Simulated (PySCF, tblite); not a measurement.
# C7H10F2OSi: geometry, infrared bands and NMR shifts

Aim: predict the infrared bands and NMR shifts of C7H10F2OSi (`C=C[C@@H]1[C@H]([SiH3])C[C@@]1(F)C(=O)F`).

The runs use tblite 0.8.0 and PySCF 2.14.0, with density-fitted response routines of our own; the level of theory stands in each step. All values are computed, except where a source is named. Atoms count from 0, in the outputs and in this text.

## (1) The molecule as given

21 atoms, charge 0, multiplicity 1; geometry from: force field or distance geometry start.

Bonds of the start (Å): C0–C1 1.37, C1–C2 1.47, C2–C3 1.48, C3–Si4 1.84, C3–C5 1.50, C5–C6 1.53, C6–F7 1.38, C6–C8 1.48, C8–O9 1.23, C8–F10 1.36, C6–C2 1.51, C0–H11 1.09, C0–H12 1.11, C1–H13 1.09, C2–H14 1.11, C3–H15 1.13, Si4–H16 1.46, Si4–H17 1.48, Si4–H18 1.49, C5–H19 1.11, C5–H20 1.10.

## (2) Optimising the geometry with GFN2-xTB

What the job is given:

```
{"job": {"kind": "relax", "xc": "GFN2-xTB", "basis": "xTB"}, "charge": 0, "multiplicity": 1}
C      2.712900    -0.658900    -0.189700
C      1.394700    -0.591700    -0.541000
C      0.478500     0.098500     0.370800
C     -0.832400    -0.510100     0.694100
Si    -1.315400    -2.064800    -0.167200
C     -1.555700     0.672000     0.112100
C     -0.208800     1.256600    -0.313500
F      0.009000     1.214100    -1.670700
C      0.119900     2.586400     0.237700
O      0.630500     3.392600    -0.540700
F     -0.127900     2.962200     1.520400
H      3.416900    -1.178500    -0.847100
H      3.045100    -0.185300     0.757900
H      1.048500    -1.061600    -1.465600
H      0.996300     0.461300     1.278200
H     -0.992500    -0.534600     1.816600
H     -0.261500    -3.076900    -0.255600
H     -1.900000    -1.812800    -1.500800
H     -2.411000    -2.684200     0.624400
H     -2.105200     1.287900     0.860300
H     -2.150800     0.445000    -0.781000
```

The run is started by

```
$ OMP_NUM_THREADS=1 python probes_run.py task.json out
```

This one command runs all jobs of the session in turn.

The program printed:

```text
step      E/eV     max force
  0    -959.66572    4.950
  1    -959.94661    6.917
  2    -960.20784    1.987
  3    -960.29661    1.372
  4    -960.40323    0.667
  5    -960.46218    0.473
  6    -960.48364    0.392
  7    -960.49937    0.259
  8    -960.51159    0.249
  9    -960.52105    0.186
 10    -960.52686    0.154
 11    -960.53138    0.150
 12    -960.53599    0.165
 13    -960.54082    0.165
 14    -960.54494    0.182
 15    -960.54829    0.147
 16    -960.55114    0.127
 17    -960.55325    0.095
 18    -960.55446    0.071
 19    -960.55521    0.060
 20    -960.55592    0.063
 21    -960.55672    0.067
 22    -960.55755    0.070
 23    -960.55835    0.067
 24    -960.55914    0.058
 25    -960.56004    0.070
 26    -960.56107    0.073
 27    -960.56218    0.072
 28    -960.56334    0.077
 29    -960.56454    0.093
 30    -960.56576    0.096
 31    -960.56692    0.073
 32    -960.56802    0.077
 33    -960.56912    0.076
 34    -960.57025    0.067
 35    -960.57134    0.079
 36    -960.57227    0.068
 37    -960.57307    0.062
 38    -960.57388    0.065
 39    -960.57480    0.079
 40    -960.57580    0.084
 41    -960.57677    0.076
 42    -960.57773    0.066
 43    -960.57877    0.078
 44    -960.57986    0.105
 45    -960.58083    0.095
 46    -960.58154    0.064
 47    -960.58206    0.047
 48    -960.58257    0.053
 49    -960.58313    0.068
 50    -960.58364    0.060
 51    -960.58410    0.060
 52    -960.58456    0.056
 53    -960.58514    0.053
 54    -960.58546    0.042
 55    -960.58585    0.038
 56    -960.58610    0.036
 57    -960.58637    0.038
 58    -960.58662    0.037
 59    -960.58687    0.045
 60    -960.58709    0.038
 61    -960.58728    0.040
 62    -960.58743    0.040
 63    -960.58755    0.026
 64    -960.58766    0.025
 65    -960.58778    0.025
 66    -960.58790    0.031
 67    -960.58802    0.031
 68    -960.58814    0.026
 69    -960.58825    0.024
 70    -960.58835    0.022
 71    -960.58843    0.024
 72    -960.58849    0.021
 73    -960.58856    0.020
 74    -960.58864    0.024
 75    -960.58872    0.026
 76    -960.58879    0.024
 77    -960.58886    0.020
 78    -960.58892    0.017
 79    -960.58898    0.015
 80    -960.58901    0.012
 81    -960.58904    0.013
 82    -960.58908    0.015
 83    -960.58912    0.018
 84    -960.58917    0.014
 85    -960.58920    0.013
 86    -960.58925    0.013
 87    -960.58931    0.020
 88    -960.58939    0.024
 89    -960.58949    0.025
 90    -960.58962    0.029
 91    -960.58977    0.032
 92    -960.58993    0.023
 93    -960.59006    0.024
 94    -960.59016    0.022
 95    -960.59024    0.024
 96    -960.59035    0.028
 97    -960.59046    0.025
 98    -960.59056    0.022
 99    -960.59065    0.022
100    -960.59076    0.024
101    -960.59092    0.032
102    -960.59113    0.039
103    -960.59135    0.036
104    -960.59157    0.039
105    -960.59182    0.058
106    -960.59213    0.099
107    -960.59254    0.046
108    -960.59312    0.097
109    -960.59336    0.049
110    -960.59360    0.042
111    -960.59388    0.036
112    -960.59410    0.050
113    -960.59421    0.034
114    -960.59430    0.024
115    -960.59446    0.031
116    -960.59457    0.030
117    -960.59470    0.024
118    -960.59477    0.015
119    -960.59482    0.014
120    -960.59487    0.018
121    -960.59492    0.019
122    -960.59497    0.016
123    -960.59502    0.016
124    -960.59507    0.015
125    -960.59512    0.022
126    -960.59519    0.023
127    -960.59528    0.025
128    -960.59536    0.020
129    -960.59541    0.012
130    -960.59543    0.014
131    -960.59545    0.010
132    -960.59547    0.012
133    -960.59550    0.015
134    -960.59553    0.017
135    -960.59557    0.015
136    -960.59560    0.012
137    -960.59563    0.013
138    -960.59566    0.014
139    -960.59569    0.013
140    -960.59573    0.012
141    -960.59575    0.011
142    -960.59577    0.009
```

Run time: 1.4 s. Hardware: 1 thread of Arm Neoverse V1, shared host.

Step by step: (not every step is listed)

```tsv
step	energy from step 0 (eV)	largest force (eV/Å)
0	0.0000	4.9502
1	-0.2809	6.9175
2	-0.5421	1.9873
3	-0.6309	1.3722
4	-0.7375	0.6673
5	-0.7965	0.4730
6	-0.8179	0.3923
7	-0.8337	0.2589
8	-0.8459	0.2489
20	-0.8902	0.0630
32	-0.9023	0.0771
44	-0.9141	0.1055
56	-0.9204	0.0364
68	-0.9224	0.0264
80	-0.9233	0.0117
92	-0.9242	0.0233
104	-0.9259	0.0388
116	-0.9289	0.0300
128	-0.9296	0.0195
137	-0.9299	0.0127
138	-0.9299	0.0139
139	-0.9300	0.0129
140	-0.9300	0.0117
141	-0.9300	0.0110
142	-0.9301	0.0090
```

Close pairs (by a distance rule), those that changed most:

```tsv
bond	before (Å)	after (Å)	change (Å)
C2–C3	1.481	1.550	+0.069
C3–Si4	1.842	1.907	+0.065
C8–O9	1.231	1.176	-0.055
C2–C6	1.511	1.559	+0.048
C0–C1	1.366	1.321	-0.045
C3–H15	1.134	1.091	-0.044
C3–C5	1.503	1.539	+0.036
C0–H12	1.110	1.078	-0.032
```

The end geometry stands in the next job.

## (3) Vibrational analysis with GFN2-xTB

What the job is given:

```
{"job": {"kind": "ir", "xc": "GFN2-xTB", "basis": "xTB"}, "charge": 0, "multiplicity": 1}
C      2.726369    -0.819043    -0.085914
C      1.491652    -0.554960    -0.473541
C      0.501556     0.164165     0.369283
C     -0.823511    -0.550428     0.738630
Si    -1.273407    -2.086854    -0.297513
C     -1.599270     0.718373     0.343248
C     -0.336672     1.270593    -0.339360
F     -0.385017     1.103346    -1.704335
C      0.059901     2.684399    -0.065129
O      0.364455     3.553903    -0.796586
F      0.054485     2.909826     1.288225
H      3.414346    -1.356900    -0.714476
H      3.100185    -0.513197     0.878033
H      1.140331    -0.862873    -1.448174
H      0.992291     0.580450     1.252856
H     -0.884736    -0.782596     1.802376
H     -0.249162    -3.105062    -0.070405
H     -1.372595    -1.725246    -1.709062
H     -2.581469    -2.530855     0.188629
H     -1.915449     1.330154     1.186278
H     -2.433202     0.589748    -0.343536
```

The program printed:

```text
mode    cm-1     km/mol
  1      37.4      0.58
  2      43.9      0.26
  3      55.7      0.11
  4     113.2      1.00
  5     149.5      0.53
  6     161.4      0.25
  7     180.1      4.20
  8     227.4      4.17
  9     267.9      2.53
 10     324.7      2.02
 11     354.2      2.44
 12     375.7      3.40
 13     438.6      9.66
 14     464.8     13.95
 15     508.9     15.60
 16     539.5     27.62
 17     564.9     49.22
 18     646.6     19.17
 19     673.3     22.42
 20     681.5     27.80
 21     713.3      6.70
 22     763.8    166.66
 23     779.7    335.97
 24     798.0    244.93
 25     825.9      7.33
 26     881.2     55.29
 27     901.6     15.00
 28     927.8    166.93
 29     967.3     45.04
 30    1012.5     15.46
 31    1018.6     21.95
 32    1031.4     61.54
 33    1045.5     11.31
 34    1070.5     21.10
 35    1140.2     34.48
 36    1155.2      8.97
 37    1178.8     18.84
 38    1213.9      6.88
 39    1217.2      1.89
 40    1246.9      4.29
 41    1252.7      2.34
 42    1268.7      3.37
 43    1310.3      0.13
 44    1415.0      0.34
 45    1456.8      3.26
 46    1704.9      2.95
 47    1874.2    554.44
 48    2265.4    297.72
 49    2284.3    264.52
 50    2298.4    254.23
 51    2954.6     16.22
 52    2972.5     43.16
 53    3011.4     18.33
 54    3017.6     17.59
 55    3077.0     13.57
 56    3099.3     22.89
 57    3134.2     29.32
```

Wall time 1.1 s (1 thread of Arm Neoverse V1, shared host).

Which atoms move in the most intense modes:

```tsv
cm⁻¹	km/mol	atoms
764	166.7	H16 58 %, H18 21 %, H17 16 %
780	336.0	H16 34 %, H18 30 %, H17 27 %
798	244.9	H17 50 %, H18 41 %
928	166.9	C8 32 %, C6 18 %, F10 14 %
1874	554.4	C8 61 %, O9 39 %
2265	297.7	H18 96 %
2284	264.5	H16 94 %
2298	254.2	H17 94 %
```

## (4) Shielding tensors: PBE0/pcSseg-1

Settings changed since step 3:

```diff
@@ -1,2 +1,2 @@
-{"job": {"kind": "ir", "xc": "GFN2-xTB", "basis": "xTB"}, "charge": 0, "multiplicity": 1}
+{"job": {"kind": "nmr", "xc": "PBE0", "basis": "pcSseg-1"}, "charge": 0, "multiplicity": 1}
 C      2.726369    -0.819043    -0.085914
```

Level: GIAO PBE0/pcSseg-1 NMR shielding, non-relativistic, gas phase.

The program printed:

```text
coarse grid: 18688 points
cycle   1  E = -836.0388625356  dE =  1.665e+00  |g| = 1.039e+00  |ddm| = 4.239e+00
cycle   2  E = -835.4853144849  dE =  5.535e-01  |g| = 2.049e+00  |ddm| = 1.992e+00
cycle   3  E = -836.2277293057  dE = -7.424e-01  |g| = 2.787e-01  |ddm| = 1.430e+00
cycle   4  E = -836.2404519727  dE = -1.272e-02  |g| = 1.078e-01  |ddm| = 2.633e-01
cycle   5  E = -836.2422131805  dE = -1.761e-03  |g| = 2.435e-02  |ddm| = 7.365e-02
cycle   6  E = -836.2423359080  dE = -1.227e-04  |g| = 6.146e-03  |ddm| = 2.365e-02
cycle   7  E = -836.2423429562  dE = -7.048e-06  |g| = 1.755e-03  |ddm| = 5.942e-03
final grid: 178520 points
cycle   8  E = -836.3338232811  dE = -4.126e-05  |g| = 1.469e-02  |ddm| = 4.939e-02
cycle   9  E = -836.3337220289  dE =  1.013e-04  |g| = 2.742e-02  |ddm| = 3.083e-02
cycle  10  E = -836.3338657453  dE = -1.437e-04  |g| = 3.078e-03  |ddm| = 2.006e-02
cycle  11  E = -836.3338676675  dE = -1.922e-06  |g| = 4.395e-04  |ddm| = 2.435e-03
cycle  12  E = -836.3338676926  dE = -2.513e-08  |g| = 2.071e-04  |ddm| = 5.161e-04
cycle  13  E = -836.3338677004  dE = -7.744e-09  |g| = 4.702e-05  |ddm| = 1.690e-04
cycle  14  E = -836.3338677008  dE = -4.038e-10  |g| = 1.970e-05  |ddm| = 5.148e-05
converged SCF energy = -836.3338677008

GIAO shielding tensors (ppm)
atom      isotropic    diamagn.    paramagn.     s11        s22        s33       span
  0 C       59.599     253.536    -193.937    -52.402     72.333    158.865    211.268
  1 C       45.449     255.230    -209.781    -79.417     52.043    163.722    243.139
  2 C      135.646     249.858    -114.212    117.268    135.899    153.770     36.502
  3 C      169.100     253.801     -84.701    156.907    160.947    189.448     32.541
  4 Si     418.757     880.322    -461.564    386.788    410.181    459.303     72.515
  5 C      153.223     251.176     -97.953    134.775    156.050    168.844     34.069
  6 C       90.460     245.379    -154.920     56.323     78.879    136.178     79.855
  7 F      368.083     475.931    -107.847    341.702    367.896    394.652     52.951
  8 C       19.751     252.739    -232.988   -101.790     43.944    117.099    218.889
  9 O     -123.107     396.881    -519.988   -404.070   -248.145    282.894    686.965
 10 F      141.340     479.639    -338.299    -90.865    225.394    289.491    380.356
 11 H       26.116      28.898      -2.781     22.973     24.900     30.476      7.503
 12 H       26.165      31.546      -5.381     22.349     25.275     30.870      8.522
 13 H       25.164      32.502      -7.337     21.656     24.566     29.270      7.613
 14 H       28.150      34.422      -6.272     25.328     28.302     30.820      5.492
 15 H       29.623      32.653      -3.030     25.723     28.059     35.087      9.364
 16 H       27.627      29.147      -1.520     23.881     26.127     32.872      8.991
 17 H       27.607      29.768      -2.161     23.853     27.366     31.602      7.750
 18 H       27.898      28.828      -0.930     24.443     25.566     33.685      9.243
 19 H       28.736      31.002      -2.266     25.810     27.017     33.380      7.570
 20 H       29.570      30.694      -1.124     26.005     27.913     34.792      8.787
```

It took 74 s on 1 thread of Arm Neoverse V1, shared host; peak memory 1.2 GiB.

Shifts follow as δ = σ(reference) − σ, with reference shieldings (ppm) from runs at the same level and on the same kind of geometry: 1H TMS 31.72, 13C TMS 186.9, 29Si TMS 349.2, 19F CFCl3 170.9, 17O H2O 336.1. The references are single molecules in the gas phase, so shifts against H2O, NH3, PH3, H3PO4 or CFCl3 are not on the usual liquid scales and can be off by tens of ppm. Atoms listed in one row are averaged.

```tsv
atoms	environment	σ (ppm)	δ (ppm)	δ scaled to CDCl3
C8	carbonyl carbon	19.8	167.2	161.2
C1	alkene CH	45.4	141.5	136.2
C0	terminal =CH2 carbon	59.6	127.3	122.4
C6	fully substituted sp3 carbon bonded to F, α to a carbonyl	90.5	96.5	92.2
C2	allylic sp3 CH	135.6	51.3	48.1
C5	sp3 CH2 in a ring	153.2	33.7	31.0
C3	sp3 CH bonded to Si	169.1	17.8	15.5
H13	hydrogen on an alkene CH	25.16	6.55	6.28
H11	hydrogen on a terminal =CH2 carbon	26.12	5.60	5.39
H12	hydrogen on a terminal =CH2 carbon	26.16	5.55	5.34
H16, H17, H18	hydrogen on a silicon bonded to C	27.71	4.01	–
H14	hydrogen on an allylic sp3 CH	28.15	3.57	3.47
H19	hydrogen on an sp3 CH2 in a ring	28.74	2.98	2.92
H20	hydrogen on an sp3 CH2 in a ring	29.57	2.15	2.13
H15	hydrogen on an sp3 CH bonded to Si	29.62	2.09	2.08
Si4	silicon bonded to C, 3 H	418.8	-69.6	–
F10	fluorine bonded to C	141.3	29.6	–
F7	fluorine on an sp3 carbon	368.1	-197.1	–
O9	carbonyl oxygen	-123.1	459.2	–
```

The scaled column applies a straight-line fit of computed shieldings to shifts measured in CDCl3, and one for carbons that bear F (root-mean-square error 0.16 ppm for H, 1.9 ppm for C).

Charges from the same density, by scheme (e):

```tsv
atoms	Mulliken	IAO	Hirshfeld	ESP fit
C0	-0.11	-0.30	-0.09	-0.41
C1	-0.15	-0.14	-0.05	-0.17
C2	-0.21	-0.12	-0.03	-0.01
C3	-0.48	-0.38	-0.11	-0.06
Si4	0.48	0.58	0.31	0.29
C5	-0.06	-0.27	-0.08	-0.34
C6	0.03	0.25	0.10	0.21
F7	-0.29	-0.30	-0.08	-0.24
C8	0.62	0.60	0.23	0.67
O9	-0.31	-0.35	-0.21	-0.43
F10	-0.28	-0.30	-0.09	-0.27
```

Mayer bond orders: C0–C1 1.98, C1–C2 1.00, C2–C3 0.96, C3–Si4 0.87, C3–C5 1.02, C5–C6 0.97, C6–F7 0.92, C6–C8 0.92, C8–O9 2.12, C8–F10 0.94, C6–C2 0.88.

Ring of atoms C2, C3, C5, C6: NICS(0) 0.4, NICS(1) -0.4, NICS(1)zz 3.1 ppm (means of both faces).

The fields below are evaluated on a grid from the run's orbitals.

Frontier orbitals at PBE0/pcSseg-1, with the share of their density that lies nearest to each atom:

```tsv
orbital	energy (eV)	lies on
HOMO	-7.91	C0, C1 about 30 % each; C3 7 %
LUMO	-0.96	C8 40 %; O9 26 %
```

ELF in a plane through or near 6 of the atoms.

Ten even steps from '0' (0.00) to '9' (1.00):
```
0000000000000000000000000000
0000000000000000000000000000
0000000000000000001000000000
0000000000000011599960000000
0000000000001345899981000000
0000000000002576489950000000
0000122110001489754200000000
0002554442000345364200000000
0003556526545585552000000000
0001125139749743100036610000
0000013468325221113899970000
0000000013897126510799971000
0000000002466515168156410000
0000000001799801111331000000
0000000001799800589982000000
0000000000377200699994000000
0000000000000000389961000000
0000000000000000000000000000
0000000000000000000000000000
0000000000000000000000000000
```
The map spans 11.9 Å across and 11.6 Å up, centred on the molecule. Atoms in the plane (x, y in Å): C1 (0.8, 1.4), Si4 (1.9, -1.6), C6 (-1.3, -0.1), C8 (-2.6, 0.5), H11 (1.9, 3.2), H20 (-0.9, -2.3).

On the surface of density 0.002 e/bohr³ the electrostatic potential runs, from the 1st to the 99th percentile, from -1.33 V near O9 to 1.24 V near C8.

## (5) Summary of results

| quantity | value |
| --- | --- |
| strongest single infrared mode (GFN2-xTB) | 1874 cm⁻¹, 554 km/mol |
| zero-point energy (GFN2-xTB) | 93.1 kcal/mol |
| 13C shifts against TMS (PBE0/pcSseg-1) | 167.2, 141.5, 127.3, 96.5, 51.3, 33.7, 17.8 ppm |
| 1H shifts against TMS (PBE0/pcSseg-1, means over atoms taken as alike) | 6.55, 5.60, 5.55, 4.01, 3.57, 2.98, 2.15, 2.09 ppm |
| 29Si shifts against TMS (PBE0/pcSseg-1) | -69.6 ppm |
| 19F shifts against CFCl3 (PBE0/pcSseg-1) | 29.6, -197.1 ppm |
| 17O shifts against H2O (PBE0/pcSseg-1) | 459.2 ppm |
| surface potential, 1st and 99th percentile | -1.33 V and 1.24 V |

What this shows: The optimisation took 142 steps and gained 0.930 eV; among the close pairs (by a distance rule), C2–C3 changed most, from 1.481 to 1.550 Å. No mode is imaginary among the 57: a minimum at this level. The strongest single mode, at 1874 cm⁻¹, moves mainly C8 and O9. GFN2-xTB is a fitted tight-binding method: band positions and strengths are rough. Its intensities can rank the bands wrongly. H13 (hydrogen on an alkene CH) lies farthest downfield among hydrogen, at 6.55 ppm; olefinic region. At PBE0/pcSseg-1: The largest span, 687 ppm, is at O9, where the paramagnetic term is -520 ppm. By nearest atom (PBE0/pcSseg-1), the HOMO sits on C0, C1 about 30 % each; C3 7 % and the LUMO on C8 40 %; O9 26 %.
